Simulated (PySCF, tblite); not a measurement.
**C₄H₁₀Cl₂OSi: geometry, infrared bands and NMR shifts**

Aim: predict the infrared bands and NMR shifts of C₄H₁₀Cl₂OSi (`CO[Si@@H](CCl)CCCl`).

The runs use tblite 0.8.0 and PySCF 2.14.0, with density-fitted response routines of our own; the level of theory stands in each step. All values are computed, except where a source is named. Atoms count from 0, in the outputs and in this text.

**1. The starting structure**

18 atoms, charge 0, multiplicity 1; geometry from: force field or distance geometry start.

Bonds of the start (Å): C0–O1 1.40, O1–Si2 1.67, Si2–C3 1.86, C3–Cl4 1.77, Si2–C5 1.88, C5–C6 1.52, C6–Cl7 1.79, C0–H8 1.10, C0–H9 1.10, C0–H10 1.10, Si2–H11 1.49, C3–H12 1.08, C3–H13 1.10, C5–H14 1.09, C5–H15 1.09, C6–H16 1.09, C6–H17 1.10.

**2. Relaxing the molecule with GFN2-xTB**

Job settings and geometry (Å):

```
{"job": {"kind": "relax", "xc": "GFN2-xTB", "basis": "xTB"}, "charge": 0, "multiplicity": 1}
C     -2.677700    -0.289000     0.308400
O     -1.321000    -0.632800     0.426100
Si    -0.186300     0.087600    -0.568700
C      0.156500     1.874500    -0.172400
Cl    -1.201300     2.891000    -0.680000
C      1.399000    -0.920600    -0.584500
C      2.060700    -1.154100     0.769100
Cl     2.922100     0.298400     1.360100
H     -2.859200     0.728800     0.671200
H     -3.273100    -0.969300     0.941000
H     -3.043100    -0.395700    -0.724000
H     -0.733700    -0.003800    -1.953600
H      1.045400     2.227800    -0.672100
H      0.298000     2.019400     0.907200
H      1.138400    -1.889000    -1.002400
H      2.112300    -0.460900    -1.267200
H      2.814900    -1.942600     0.689300
H      1.339300    -1.463500     1.541000
```

The run is started by

```
OMP_NUM_THREADS=1 python probes_run.py task.json out
```

The driver reads the jobs from task.json and runs them one after another.

**Question.** This job is followed by: GFN2-xTB harmonic vibrations, gas phase; GIAO PBE0/pcSseg-1 NMR shielding, non-relativistic, gas phase. What will the session give for the following? strongest single infrared mode (GFN2-xTB); zero-point energy (GFN2-xTB); ¹³C shifts against TMS (PBE0/pcSseg-1); ¹H shifts against TMS (PBE0/pcSseg-1, means over atoms taken as alike); ¹⁷O shifts against H2O (PBE0/pcSseg-1); ²⁹Si shifts against TMS (PBE0/pcSseg-1); ³⁵Cl shifts against HCl (PBE0/pcSseg-1).

**Answer**, as computed:

| quantity | value |
| --- | --- |
| strongest single infrared mode (GFN2-xTB) | 2239 cm⁻¹, 263 km/mol |
| zero-point energy (GFN2-xTB) | 83.9 kcal/mol |
| ¹³C shifts against TMS (PBE0/pcSseg-1) | 56.0, 46.1, 36.4, 24.5 ppm |
| ¹H shifts against TMS (PBE0/pcSseg-1, means over atoms taken as alike) | 4.95, 4.05, 3.83, 3.81, 3.54, 2.91, 1.09, 0.80 ppm |
| ¹⁷O shifts against H2O (PBE0/pcSseg-1) | 8.1 ppm |
| ²⁹Si shifts against TMS (PBE0/pcSseg-1) | -8.3 ppm |
| ³⁵Cl shifts against HCl (PBE0/pcSseg-1) | 113, 27 ppm |

What this shows: The optimisation took 60 steps and gained 0.228 eV; among the close pairs (by a distance rule), Si2–C3 changed most, from 1.862 to 1.917 Å. No mode is imaginary among the 48: a minimum at this level. The strongest single mode, at 2239 cm⁻¹, moves mainly H11. Unscaled tight-binding wavenumbers are off by several per cent, some by more. Its intensities can rank the bands wrongly. The most deshielded carbon is C0 (methyl carbon bonded to O), at 56.0 ppm: pulled downfield by the heteroatom. At PBE0/pcSseg-1: The widest tensor belongs to Cl7: span 401 ppm, with a paramagnetic part of -311 ppm.
